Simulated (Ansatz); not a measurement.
I need a geometry optimisation of CH6GeOSi, SMILES O=[CH][GeH2][SiH3]. Use the Python package of Ansatz (0.2.0). Level of theory: PBE0, def2-SVP basis, multiplicity 1.

```xyz
10

O    -0.5630   -0.5780   -2.3519
C    -0.8071    0.4454   -1.6666
Ge    0.3167    0.8063   -0.1868
Si    0.3207   -0.9537    1.3098
H    -1.6233    1.1124   -1.9056
H    -0.1116    2.1188    0.5360
H     1.8331    0.9772   -0.6700
H     0.7169   -2.1786    0.6288
H     1.1349   -0.6783    2.4991
H    -1.1341   -1.1226    1.8101
```

`ch6geosi.py`:
```python
'''Relax the CH6GeOSi molecule.'''

import itertools

import ansatz
from ase import Atoms
from ase.data import atomic_numbers, covalent_radii
import numpy as np

BASIS_SET = 'def2-SVP'
FUNCTIONAL = 'pbe0'


def main() -> None:
    atoms = Atoms(['O', 'C', 'Ge', 'Si', 'H', 'H', 'H', 'H', 'H', 'H'], positions=[
        (-0.563, -0.578, -2.3519),
        (-0.8071, 0.4454, -1.6666),
        (0.3167, 0.8063, -0.1868),
        (0.3207, -0.9537, 1.3098),
        (-1.6233, 1.1124, -1.9056),
        (-0.1116, 2.1188, 0.536),
        (1.8331, 0.9772, -0.67),
        (0.7169, -2.1786, 0.6288),
        (1.1349, -0.6783, 2.4991),
        (-1.1341, -1.1226, 1.8101),
    ])
    system = ansatz.Crystal.molecule_from_ase(atoms)

    model = system.calculation().basis(gaussian=BASIS_SET).functional(FUNCTIONAL)
    symbols = [site.symbol for site in system.cartesian_sites]
    start = np.array([site.position_ang for site in system.cartesian_sites], dtype=float)
    def progress(event):
        if event['event'] == 'relax_step':
            row = event['data']
            print(f'step {row["step"]:3d}  E = {row["lagrangian_ev"]:.6f} eV  largest force component {row["allowed_force_max_ev_ang"]:.4f} eV/A')


    rep = model.relax(force_tolerance=0.01).session().plan().execute(on_event=progress).report
    end = np.array(rep['positions_ang'])

    for key in ('converged', 'free_energy_ev', 'reference_energy_ev', 'n_frozen', 'n_occupied', 'n_virtual'):
        print(f'{key:22s} {rep[key]}')

    # pairs closer than 1.2 times the sum of covalent radii, before or after
    radius = [covalent_radii[atomic_numbers[s]] for s in symbols]
    span = lambda where, i, j: np.linalg.norm(where[i] - where[j])
    bonded = [(i, j) for i, j in itertools.combinations(range(len(symbols)), 2) if min(span(start, i, j), span(end, i, j)) < 1.2 * (radius[i] + radius[j])]
    print('pair        before    after (A)')
    for i, j in bonded:
        print(f'{symbols[i]}{i}-{symbols[j]}{j}'.ljust(10), f'{span(start, i, j):8.4f} {span(end, i, j):8.4f}')
    for first, second in list(itertools.combinations(bonded, 2)):
        shared = set(first) & set(second)
        if shared and symbols[(j := shared.pop())] != 'H':
            i, k = sorted((set(first) | set(second)) - {j})
            u, v = end[i] - end[j], end[k] - end[j]
            angle = np.degrees(np.arccos(np.clip(u @ v / np.linalg.norm(u) / np.linalg.norm(v), -1, 1)))
            print(f'final angle {symbols[i]}{i}-{symbols[j]}{j}-{symbols[k]}{k}: {angle:.2f} deg')


if __name__ == '__main__':
    main()
```

```console
$ python ch6geosi.py
step   1  E = -67550.336187 eV  largest force component 3.9188 eV/A
step   2  E = -67550.556833 eV  largest force component 2.0909 eV/A
step   3  E = -67550.521925 eV  largest force component 3.3824 eV/A
step   4  E = -67550.665659 eV  largest force component 1.2013 eV/A
step   5  E = -67550.697481 eV  largest force component 0.0457 eV/A
step   6  E = -67550.698243 eV  largest force component 0.0425 eV/A
step   7  E = -67550.699317 eV  largest force component 0.0340 eV/A
step   8  E = -67550.696217 eV  largest force component 0.4188 eV/A
step   9  E = -67550.699599 eV  largest force component 0.1366 eV/A
step  10  E = -67550.699346 eV  largest force component 0.1512 eV/A
step  11  E = -67550.700460 eV  largest force component 0.0243 eV/A
step  12  E = -67550.700294 eV  largest force component 0.1241 eV/A
step  13  E = -67550.700833 eV  largest force component 0.0282 eV/A
step  14  E = -67550.701169 eV  largest force component 0.0455 eV/A
step  15  E = -67550.701548 eV  largest force component 0.1009 eV/A
step  16  E = -67550.701649 eV  largest force component 0.2052 eV/A
step  17  E = -67550.703039 eV  largest force component 0.0397 eV/A
step  18  E = -67550.703043 eV  largest force component 0.0421 eV/A
step  19  E = -67550.702523 eV  largest force component 0.0938 eV/A
step  20  E = -67550.703294 eV  largest force component 0.0184 eV/A
step  21  E = -67550.702839 eV  largest force component 0.2372 eV/A
step  22  E = -67550.703515 eV  largest force component 0.0792 eV/A
step  23  E = -67550.703582 eV  largest force component 0.1242 eV/A
step  24  E = -67550.703681 eV  largest force component 0.1067 eV/A
step  25  E = -67550.703684 eV  largest force component 0.1027 eV/A
step  26  E = -67550.703251 eV  largest force component 0.1095 eV/A
step  27  E = -67550.703901 eV  largest force component 0.0156 eV/A
step  28  E = -67550.703939 eV  largest force component 0.0062 eV/A
converged              True
free_energy_ev         -67550.70396552199
reference_energy_ev    -67550.70396552199
n_frozen               0
n_occupied             [33, 33]
n_virtual              [75, 75]
pair        before    after (A)
O0-C1        1.2556   1.2001
C1-Ge2       1.8929   2.0069
C1-H4        1.0808   1.1261
Ge2-Si3      2.3103   2.3869
Ge2-H5       1.5584   1.5433
Ge2-H6       1.6007   1.5378
Si3-H7       1.4564   1.4933
Si3-H8       1.4674   1.4943
Si3-H9       1.5477   1.4948
final angle O0-C1-Ge2: 121.94 deg
final angle O0-C1-H4: 120.63 deg
final angle Ge2-C1-H4: 117.42 deg
final angle C1-Ge2-Si3: 108.97 deg
final angle C1-Ge2-H5: 108.95 deg
final angle C1-Ge2-H6: 107.74 deg
final angle Si3-Ge2-H5: 110.30 deg
final angle Si3-Ge2-H6: 110.87 deg
final angle Ge2-Si3-H7: 109.47 deg
final angle Ge2-Si3-H8: 110.25 deg
final angle Ge2-Si3-H9: 109.61 deg
final angle H5-Ge2-H6: 109.95 deg
final angle H7-Si3-H8: 109.40 deg
final angle H7-Si3-H9: 109.10 deg
final angle H8-Si3-H9: 109.00 deg
```

What to keep in mind:
- Total energies depend on the basis set; only differences at equal settings carry meaning.
- The end point is the stationary point reached from this start; no frequency run checks that it is a minimum, and the basis set is modest.
- It ran for 100 s on 1 thread of Intel(R) Xeon(R) 6975P-C (Granite Rapids), with other jobs on the host, peak memory 0.33 GiB.

(Lines on the test bed's own set-up are left out of the output.)
